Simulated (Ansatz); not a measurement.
# Te2Mo: a relaxation

The task is a relaxation on Te2Mo. The structure is shown as the input types it.

Program: Ansatz 0.2.0. Level of theory: Kohn-Sham DFT, with the functional, basis and potentials that each input names. These are calculated values, not measurements.

## (1) Starting point

It takes space group P6_3/mmc (No. 194, hexagonal). The conventional cell has a = 3.473 Å, b = 3.473 Å, c = 13.765 Å, α = 90.00°, β = 90.00°, γ = 120.00°. Around Te (site symmetry 3m) lie 3 Mo at 2.69 Å. Around Mo (site symmetry -6m2) lie 6 Te at 2.69 Å.

As a file:

```xyz
6
Lattice="3.4731 0.0000 0.0000 -1.7366 3.0078 0.0000 0.0000 0.0000 13.7646" Properties=species:S:1:pos:R:3 pbc="T T T"
Te    0.0000    2.0052    8.5275
Te    1.7366    1.0026    1.6452
Te    0.0000    2.0052   12.1195
Te    1.7366    1.0026    5.2372
Mo    0.0000    2.0052    3.4412
Mo    1.7366    1.0026   10.3235
```

## (2) Input and run

File input.yaml:

```yaml
crystal:
  lattice:
    - [3.47313890945, 0.0, 0.0]
    - [-1.73656945472, 3.00782652645, 0.0]
    - [0.0, 0.0, 13.76463009401]
  atoms:
    - { symbol: Te, position: [0.333333333333, 0.666666666667, 0.619520254883] }
    - { symbol: Te, position: [0.666666666667, 0.333333333333, 0.119520254883] }
    - { symbol: Te, position: [0.333333333333, 0.666666666667, 0.880479745117] }
    - { symbol: Te, position: [0.666666666667, 0.333333333333, 0.380479745117] }
    - { symbol: Mo, position: [0.333333333333, 0.666666666667, 0.25] }
    - { symbol: Mo, position: [0.666666666667, 0.333333333333, 0.75] }
kpoints:
  mp_grid: { grid: [6, 6, 2] }
scf:
  occupations: { method: fixed }
  max_iter: 75
hamiltonian:
  xc: lda
  pseudopotential: { kind: paw }
relax:
  f_tol: 0.002
  max_steps: 80
  cell: { p_target: 2 }
output:
  forces: true
  stress: true
```

On the command line:

```
$ ansatz run input.yaml --threads 2 --pin off --max-ram 6144MiB --backend cpu --events-out ev --progress --plain --runs-dir out
```

Q: Will this input give a usable result? If not, why, and what should change?

The program refused the input before any cycle. The line that matters: «line 20 column 3: unknown field `pseudopotential`, expected one of xc, dispersion, noncollinear_xc, pseudopotentials, hubbard, deformation_potential_offset, ...»

Look at the input: hamiltonian.pseudopotential.kind is paw; hamiltonian.pseudopotentials.kind is missing. One keyword is written wrongly, so the input can't be read.

Remedy: correct the name of the key.
